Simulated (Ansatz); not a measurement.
# H₂Br (doublet): the correlation ladder at distance H1–H2 along a hydrogen transfer = 1.176 Å, 6-31G

How much of the correlation energy of H₂Br (doublet) does each wave-function method recover here?

Program: Ansatz 0.2.0, Gaussian basis. Level of theory: 6-31G, core rule «outside noble gas», up to 14 orbitals frozen. These are calculated values, not measurements.

Plan: UHF; CCSD(T) on ROHF; CCSD(T) on UHF; BCCD(T) on ROHF; CISD; CCSDT(Q) on ROHF; CCSDT(Q) on UHF; CASSCF and MRCISD+Q, 3 electrons in 3 orbitals; CASSCF and NEVPT2, 3 electrons in 3 orbitals; CASSCF and MRCISD+Q, 9 electrons in 6 orbitals; CASSCF and NEVPT4(SD), 9 electrons in 6 orbitals; CASSCF and NEVPT2, 9 electrons in 6 orbitals; Full CI.

8 further runs of the same task are left out: 8 that didn't finish.

## (1) The system

The geometry derives from fragments relaxed apart (PBE0/def2-TZVP) and kept rigid, so it is no stationary point. A hydrogen atom is moved between rigid fragments. No spin-orbit coupling is included. The filled d shell of Br may be among the frozen orbitals whatever the setting's name suggests; the logs give the count.

3 atoms, charge 0, spin multiplicity 2.

Atoms are counted from 1 here; the program's logs count them from 0.

Bond lengths: H2–Br3 1.703 Å.

## (2) UHF

Contents of in.yaml:

```yaml
crystal:
  periodic: [false, false, false]
  atoms:
    - {symbol: H, position_ang: [0.000000, 0.000000, -1.351667]}
    - {symbol: H, position_ang: [0.000000, 0.000000, -0.175667]}
    - {symbol: Br, position_ang: [0.000000, 0.000000, 1.527333]}
basis:
  gaussian: {orbitals: 6-31G}
magnetization: {spin_polarized: true, initial_magnetization: 1}
hamiltonian: {xc: hf}
output: {orbitals: {seedname: orbitals}}
```

On the command line:

```
> ansatz run in.yaml --threads 1 --pin off --events-out ev --progress --plain --max-ram 2393MiB
```

After this run come: CCSD(T) on ROHF; CCSD(T) on UHF; BCCD(T) on ROHF; CISD; CCSDT(Q) on ROHF; CCSDT(Q) on UHF; CASSCF and MRCISD+Q, 3 electrons in 3 orbitals; CASSCF and NEVPT2, 3 electrons in 3 orbitals; CASSCF and MRCISD+Q, 9 electrons in 6 orbitals; CASSCF and NEVPT4(SD), 9 electrons in 6 orbitals; CASSCF and NEVPT2, 9 electrons in 6 orbitals; Full CI.

Before running them: what should the planned runs give, taken together? Wanted: FCI below the RHF energy; RMP2 from FCI; UMP2 from FCI; RCCSD from FCI; RCCSD(T) from FCI; UCCSD(T) from FCI; RCCSDT(Q) from FCI; UCCSDT(Q) from FCI; NEVPT2 pair from FCI.

As calculated:

| quantity | value |
| --- | --- |
| FCI below the RHF energy | -2.0630 eV |
| RMP2 from FCI | +499.4 meV |
| UMP2 from FCI | +478.5 meV |
| RCCSD from FCI | +29.1 meV |
| RCCSD(T) from FCI | +6.6 meV |
| UCCSD(T) from FCI | +5.5 meV |
| RCCSDT(Q) from FCI | +0.2 meV |
| UCCSDT(Q) from FCI | 0.0 meV |
| NEVPT2 pair from FCI | +171.8 meV |
| MRCISD+Q pair from FCI | +15.1 meV |
| NEVPT2 valence from FCI | +257.5 meV |
| levels within 1 kcal/mol (43 meV) | RCCSD, UCCSD, RCCSD(T), UCCSD(T), BCCD(T), RCCSDT, UCCSDT, RCCSDT(Q), UCCSDT(Q), MRCISD pair, MRCISD+Q pair, NEVPT4(SD) valence, MRCISD valence, MRCISD+Q valence |
| T1 diagnostic | 0.038 |
| effectively unpaired electrons | 1.03 |

**Reading.** RCCSD(T) lands +6.6 meV from the yardstick (0.3 % of the correlation energy). One determinant dominates. Of the multireference levels listed MRCISD+Q valence comes nearest in total energy (+13.6 meV), which doesn't show that its space is the better one. These misses are within one basis, not against nature; the frozen cores of restricted and unrestricted runs differ, which can shift their rows.
